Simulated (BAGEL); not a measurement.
# CH4F2OSi (SMILES C[Si](O)(F)F), step by step

We compute a single-point energy (HF/def2-SV(P)), then a single-point energy (NEVPT2(2,2)/def2-SV(P)), then the energy (CASPT2(2,2)/def2-SV(P)) of CH4F2OSi. 

The calculation is run with BAGEL 1.2.2.

1 further run of the same task is left out (set aside as unsound or not needed).

## Step 1: The molecule

CH4F2OSi has 9 atoms, charge 0, and is taken as a singlet. SMILES: `C[Si](O)(F)F`. One bond was lengthened or shortened from a relaxed shape.

Bond lengths: C1–Si2 1.556 Å, Si2–O3 1.621 Å, Si2–F4 1.590 Å, Si2–F5 1.590 Å, C1–H6 1.092 Å, C1–H7 1.092 Å, C1–H8 1.092 Å, O3–H9 0.958 Å. Some angles: C1–Si2–O3 109.9°, C1–Si2–F4 111.2°, C1–Si2–F5 111.2°, O3–Si2–F4 110.0°, O3–Si2–F5 110.0°, F4–Si2–F5 104.6°, Si2–C1–H6 110.5°, Si2–C1–H7 110.5°, Si2–C1–H8 110.6°, Si2–O3–H9 119.7°.

## Step 2: A single-point energy at HF/def2-SV(P) (density fitting with svp-jkfit) (run 1)

input.json

```json
{ "bagel": [

{
  "title": "molecule",
  "basis": "def2-sv_p_.json",
  "df_basis": "svp-jkfit",
  "angstrom": true,
  "geometry": [
    { "atom": "C", "xyz": [      -0.924021,       0.268472,      -0.166744 ] },
    { "atom": "Si", "xyz": [       0.580100,      -0.130700,      -0.192500 ] },
    { "atom": "O", "xyz": [       1.083400,      -0.479900,       1.308000 ] },
    { "atom": "F", "xyz": [       0.827400,      -1.374000,      -1.151900 ] },
    { "atom": "F", "xyz": [       1.471900,       1.032700,      -0.807900 ] },
    { "atom": "H", "xyz": [      -1.530121,      -0.550528,       0.225056 ] },
    { "atom": "H", "xyz": [      -1.076721,       1.142872,       0.468756 ] },
    { "atom": "H", "xyz": [      -1.274721,       0.507072,      -1.172644 ] },
    { "atom": "H", "xyz": [       1.992700,      -0.743900,       1.454700 ] }
  ]
},

{ "title": "hf" },

{ "title": "print", "file": "orbitals.molden", "orbitals": true }

]}
```

The basis set def2-SV(P) is read from a file made from the Basis Set Exchange's data (not shown).

Started as:

```bash
$ BAGEL_NUM_THREADS=1 BAGEL input.json > input.out
```

The program printed:

```text
* using 1 threads per process

  ===============================================================
  ===============================================================

  *** Geometry ***

  { "atom" : "C", "xyz" : [     -1.746147,      0.507339,     -0.315100 ] },
  { "atom" : "Si", "xyz" : [      1.096230,     -0.246987,     -0.363772 ] },
  { "atom" : "O", "xyz" : [      2.047329,     -0.906880,      2.471762 ] },
  { "atom" : "F", "xyz" : [      1.563559,     -2.596484,     -2.176776 ] },
  { "atom" : "F", "xyz" : [      2.781488,      1.951520,     -1.526710 ] },
  { "atom" : "H", "xyz" : [     -2.891510,     -1.040347,      0.425294 ] },
  { "atom" : "H", "xyz" : [     -2.034708,      2.159715,      0.885820 ] },
  { "atom" : "H", "xyz" : [     -2.408874,      0.958227,     -2.215976 ] },
  { "atom" : "H", "xyz" : [      3.765657,     -1.405767,      2.748985 ] },

  Number of auxiliary basis functions:      506

  Since a DF basis is specified, we compute 2- and 3-index integrals:
    o Being stored without compression. Storage requirement is 0.027 GB

  Number of basis functions:       82
  Number of electrons      :       50

    * METHOD: MOLECULE                             0.22

  *** RHF ***

  === Nuclear Repulsion ===
   272.4336447410

      * DIIS with orbital gradients will be used.

  === RHF iteration (def2-sv_p_.json) ===
      0       -602.33657241          0.02352493           0.08
      1       -602.56204754          0.01367744           0.07
      2       -602.65227893          0.00129034           0.07
      3       -602.65342425          0.00041978           0.07
      4       -602.65354138          0.00006060           0.06
      5       -602.65354547          0.00001722           0.07
      6       -602.65354573          0.00000791           0.07
      7       -602.65354577          0.00000145           0.08
      8       -602.65354577          0.00000055           0.07
      9       -602.65354577          0.00000019           0.07
     10       -602.65354577          0.00000006           0.07
     11       -602.65354577          0.00000002           0.07
     12       -602.65354577          0.00000001           0.07
    * SCF iteration converged.

    * Permanent dipole moment:
           (    0.339007,    -0.034467,    -0.395302) a.u.

    * METHOD: HF                                   1.10

    * METHOD: PRINT                                0.01

  ===============================================================
```

Wall time 1.6 s (1 thread of Arm Neoverse V2, shared host); peak memory 0.12 GiB.

## Step 3: A single-point energy at NEVPT2(2,2)/def2-SV(P) (density fitting with svp-jkfit) (run 2)

Changes to input.json since step 2:

```diff
@@ -22,2 +22,4 @@
 
+{ "title": "nevpt2", "nstate": 1, "nact": 2, "nclosed": 24, "active": [13, 34], "maxiter": 200, "natocc": true, "ncore": 9 },
+
 { "title": "print", "file": "orbitals.molden", "orbitals": true }
```

The basis set def2-SV(P) is read from a file made from the Basis Set Exchange's data (not shown).

Started as:

```bash
$ BAGEL_NUM_THREADS=1 BAGEL input.json > input.out
```

The program printed:

```text
* using 1 threads per process

  ===============================================================
  ===============================================================

  *** Geometry ***

  { "atom" : "C", "xyz" : [     -1.746147,      0.507339,     -0.315100 ] },
  { "atom" : "Si", "xyz" : [      1.096230,     -0.246987,     -0.363772 ] },
  { "atom" : "O", "xyz" : [      2.047329,     -0.906880,      2.471762 ] },
  { "atom" : "F", "xyz" : [      1.563559,     -2.596484,     -2.176776 ] },
  { "atom" : "F", "xyz" : [      2.781488,      1.951520,     -1.526710 ] },
  { "atom" : "H", "xyz" : [     -2.891510,     -1.040347,      0.425294 ] },
  { "atom" : "H", "xyz" : [     -2.034708,      2.159715,      0.885820 ] },
  { "atom" : "H", "xyz" : [     -2.408874,      0.958227,     -2.215976 ] },
  { "atom" : "H", "xyz" : [      3.765657,     -1.405767,      2.748985 ] },

  Number of auxiliary basis functions:      506

  Since a DF basis is specified, we compute 2- and 3-index integrals:
    o Being stored without compression. Storage requirement is 0.027 GB

  Number of basis functions:       82
  Number of electrons      :       50

    * METHOD: MOLECULE                             0.22

  *** RHF ***

  === Nuclear Repulsion ===
   272.4336447410

      * DIIS with orbital gradients will be used.

  === RHF iteration (def2-sv_p_.json) ===
      0       -602.33657241          0.02352493           0.07
      1       -602.56204754          0.01367744           0.06
      2       -602.65227893          0.00129034           0.06
      3       -602.65342425          0.00041978           0.06
      4       -602.65354138          0.00006060           0.06
      5       -602.65354547          0.00001722           0.07
      6       -602.65354573          0.00000791           0.07
      7       -602.65354577          0.00000145           0.08
      8       -602.65354577          0.00000055           0.07
      9       -602.65354577          0.00000019           0.07
     10       -602.65354577          0.00000006           0.07
     11       -602.65354577          0.00000002           0.07
     12       -602.65354577          0.00000001           0.07
    * SCF iteration converged.

    * Permanent dipole moment:
           (    0.339007,    -0.034467,    -0.395302) a.u.

    * METHOD: HF                                   1.07

    * freezing 9 orbitals
  ---------------------------
      CASSCF calculation
  ---------------------------

    ==== Active orbitals : =====
         Orbital 13
         Orbital 34
    ============================

    * nstate   :      1
    * nclosed  :     24
    * nact     :      2
    * nvirt    :     56
  === CASSCF iteration (def2-sv_p_.json) ===

    * Using the second-order algorithm

      0  0      -602.65367232     1.79e-05      0.02

      1  0      -602.65375741     2.26e-05      0.28

      2  0      -602.65403815     4.82e-05      0.25

      3  0      -602.65646265     2.18e-04      0.29

      4  0      -602.66112641     3.40e-04      0.34

      5  0      -602.66194233     8.58e-05      0.43

      6  0      -602.66195252     2.74e-05      0.43

      7  0      -602.66195276     8.33e-06      0.45

      8  0      -602.66195278     2.35e-06      0.44

      9  0      -602.66195278     6.43e-07      0.46

     10  0      -602.66195278     1.74e-07      0.44

     11  0      -602.66195278     4.69e-08      0.42

     12  0      -602.66195278     1.26e-08      0.32

     13  0      -602.66195278     3.39e-09      0.28

    * Second-order optimization converged. *

     guess   0:   closed 1.                   open ..

  === FCI iteration ===

      0  0      -602.65351585     7.06e-02      0.00
      1  0      -602.66195212     4.63e-04      0.00
      2  0 *    -602.66195278     8.93e-16      0.00

     * ci vector, state   0, <S^2> = 0.0000
       2.     0.9982220263
       .2    -0.0596052539

  === DF-NEVPT2 calculation ===

    * 3-index integral transformation done
    * assembly done

      NEVPT2 correlation energy:   -0.7492720896      0.18

          (+0)     -0.6783943239
          (+0)'    -0.0187678889
          (+1)     -0.0113061947
          (+1)'    -0.0000000000
          (+2)     -0.0001679984
          (-1)     -0.0324178027
          (-1)'     0.0000000000
          (-2)     -0.0082178811

      NEVPT2 total energy:       -603.4112248663

    * METHOD: NEVPT2                               5.34

    * METHOD: PRINT                                0.01

  ===============================================================
```

It took 6.9 s on 1 thread of Arm Neoverse V2, shared host; peak memory 0.14 GiB.

## Step 4: The energy at CASPT2(2,2)/def2-SV(P) (density fitting with svp-jkfit) (run 3)

input.json

```json
{ "bagel" : [

{
  "title" : "molecule",
  "basis" : "def2-sv_p_.json",
  "df_basis" : "svp-jkfit",
  "angstrom" : true,
  "geometry" : [
    { "atom" : "C", "xyz" : [   -0.924021,    0.268472,   -0.166744 ] },
    { "atom" : "Si", "xyz" : [    0.580100,   -0.130700,   -0.192500 ] },
    { "atom" : "O", "xyz" : [    1.083400,   -0.479900,    1.308000 ] },
    { "atom" : "F", "xyz" : [    0.827400,   -1.374000,   -1.151900 ] },
    { "atom" : "F", "xyz" : [    1.471900,    1.032700,   -0.807900 ] },
    { "atom" : "H", "xyz" : [   -1.530121,   -0.550528,    0.225056 ] },
    { "atom" : "H", "xyz" : [   -1.076721,    1.142872,    0.468756 ] },
    { "atom" : "H", "xyz" : [   -1.274721,    0.507072,   -1.172644 ] },
    { "atom" : "H", "xyz" : [    1.992700,   -0.743900,    1.454700 ] }
  ]
},
{ "title" : "hf" },
{ "title" : "casscf", "nstate" : 1, "nact" : 2, "nclosed" : 24, "active" : [13, 34], "maxiter" : 200, "natocc" : true },
{ "title" : "print", "file" : "orbitals.molden", "orbitals" : true },
{ "title" : "smith", "method" : "caspt2", "ms" : true, "xms" : true, "sssr" : true, "shift" : 0.2, "shift_imag" : true, "ncore" : 9 }

]}
```

The basis set def2-SV(P) is read from a file made from the Basis Set Exchange's data (not shown).

Started as:

```bash
$ BAGEL_NUM_THREADS=1 BAGEL input.json > input.out
```

The program printed:

```text
* using 1 threads per process

  ===============================================================
  ===============================================================

  *** Geometry ***

  { "atom" : "C", "xyz" : [     -1.746147,      0.507339,     -0.315100 ] },
  { "atom" : "Si", "xyz" : [      1.096230,     -0.246987,     -0.363772 ] },
  { "atom" : "O", "xyz" : [      2.047329,     -0.906880,      2.471762 ] },
  { "atom" : "F", "xyz" : [      1.563559,     -2.596484,     -2.176776 ] },
  { "atom" : "F", "xyz" : [      2.781488,      1.951520,     -1.526710 ] },
  { "atom" : "H", "xyz" : [     -2.891510,     -1.040347,      0.425294 ] },
  { "atom" : "H", "xyz" : [     -2.034708,      2.159715,      0.885820 ] },
  { "atom" : "H", "xyz" : [     -2.408874,      0.958227,     -2.215976 ] },
  { "atom" : "H", "xyz" : [      3.765657,     -1.405767,      2.748985 ] },

  Number of auxiliary basis functions:      506

  Since a DF basis is specified, we compute 2- and 3-index integrals:
    o Being stored without compression. Storage requirement is 0.027 GB

  Number of basis functions:       82
  Number of electrons      :       50

    * METHOD: MOLECULE                             0.21

  *** RHF ***

  === Nuclear Repulsion ===
   272.4336447410

      * DIIS with orbital gradients will be used.

  === RHF iteration (def2-sv_p_.json) ===
      0       -602.33657241          0.02352493           0.07
      1       -602.56204754          0.01367744           0.07
      2       -602.65227893          0.00129034           0.07
      3       -602.65342425          0.00041978           0.07
      4       -602.65354138          0.00006060           0.07
      5       -602.65354547          0.00001722           0.07
      6       -602.65354573          0.00000791           0.06
      7       -602.65354577          0.00000145           0.07
      8       -602.65354577          0.00000055           0.06
      9       -602.65354577          0.00000019           0.06
     10       -602.65354577          0.00000006           0.07
     11       -602.65354577          0.00000002           0.07
     12       -602.65354577          0.00000001           0.07
    * SCF iteration converged.

    * Permanent dipole moment:
           (    0.339007,    -0.034467,    -0.395302) a.u.

    * METHOD: HF                                   1.07

  ---------------------------
      CASSCF calculation
  ---------------------------

    ==== Active orbitals : =====
         Orbital 13
         Orbital 34
    ============================

    * nstate   :      1
    * nclosed  :     24
    * nact     :      2
    * nvirt    :     56
  === CASSCF iteration (def2-sv_p_.json) ===

    * Using the second-order algorithm

      0  0      -602.65367232     1.79e-05      0.02

      1  0      -602.65375741     2.26e-05      0.28

      2  0      -602.65403815     4.82e-05      0.25

      3  0      -602.65646265     2.18e-04      0.29

      4  0      -602.66112641     3.40e-04      0.35

      5  0      -602.66194233     8.58e-05      0.39

      6  0      -602.66195252     2.74e-05      0.43

      7  0      -602.66195276     8.33e-06      0.45

      8  0      -602.66195278     2.35e-06      0.46

      9  0      -602.66195278     6.43e-07      0.44

     10  0      -602.66195278     1.74e-07      0.45

     11  0      -602.66195278     4.69e-08      0.41

     12  0      -602.66195278     1.26e-08      0.33

     13  0      -602.66195278     3.39e-09      0.32

    * Second-order optimization converged. *

     guess   0:   closed 1.                   open ..

  === FCI iteration ===

      0  0      -602.65351585     7.06e-02      0.00
      1  0      -602.66195212     4.63e-04      0.00
      2  0 *    -602.66195278     8.93e-16      0.00

     * ci vector, state   0, <S^2> = 0.0000
       2.     0.9982220263
       .2    -0.0596052539

    * METHOD: CASSCF                               5.05

    * METHOD: PRINT                                0.01

  === SMITH program ===

    * freezing 9 orbitals

    * Approximate memory requirement for SMITH calulation per MPI process:
      o Storage requirement for T-amplitude, lambda, and residual is 0.03 GB
      o Storage requirement for MO integrals is 0.01 GB
    * Calculating and saving rdm4f

    * Zeroth order energy : state  0       -1.3492025063

    * CASPT2 iteration is performed using orthogonal basis

      -------------------------------------------  CASPT2 iteration  ---------------------------------------------------
       #      aibj      arbs      arbi      airj      risj      airs      arst      rist         Etot      error   time
      ------------------------------------------------------------------------------------------------------------------

       0  -0.67949  -0.00998  -0.03322  -0.01333  -0.00025  -0.01642  -0.00000  -0.00000   -0.7526856  0.0021408   0.09
       1  -0.68018  -0.01012  -0.03340  -0.01371  -0.00027  -0.01709  -0.00000  -0.00000   -0.7547721  0.0003967   0.08
       2  -0.68021  -0.01012  -0.03342  -0.01373  -0.00027  -0.01710  -0.00000  -0.00000   -0.7548535  0.0000696   0.08
       3  -0.68021  -0.01012  -0.03341  -0.01372  -0.00028  -0.01711   0.00000  -0.00000   -0.7548556  0.0000142   0.09
       4  -0.68021  -0.01012  -0.03341  -0.01372  -0.00028  -0.01711  -0.00000  -0.00000   -0.7548557  0.0000031   0.09
       5  -0.68021  -0.01012  -0.03341  -0.01372  -0.00028  -0.01711   0.00000  -0.00000   -0.7548557  0.0000006   0.09

      ------------------------------------------------------------------------------------------------------------------

    * CASPT2 energy : state  0     -603.4189970008
        w/o shift correction       -603.4168085214
        reference weight              0.8413752697

    * METHOD: SMITH                                0.78

  ===============================================================
```

Run time: 7.5 s. Hardware: 1 thread of Arm Neoverse V2, shared host; peak memory 0.23 GiB.

## Step 5: Outcome

```
                                   quantity          value
         run 1, HF/def2-SV(P): total energy  -602.65355 Eh
        run 1, HF/def2-SV(P): dipole moment         1.33 D
          run 1, HF/def2-SV(P): HOMO energy      -14.51 eV
          run 1, HF/def2-SV(P): LUMO energy        4.37 eV
        run 1, HF/def2-SV(P): HOMO–LUMO gap       18.88 eV
run 2, NEVPT2(2,2)/def2-SV(P): total energy  -603.41122 Eh
run 3, CASPT2(2,2)/def2-SV(P): total energy  -603.41900 Eh
```
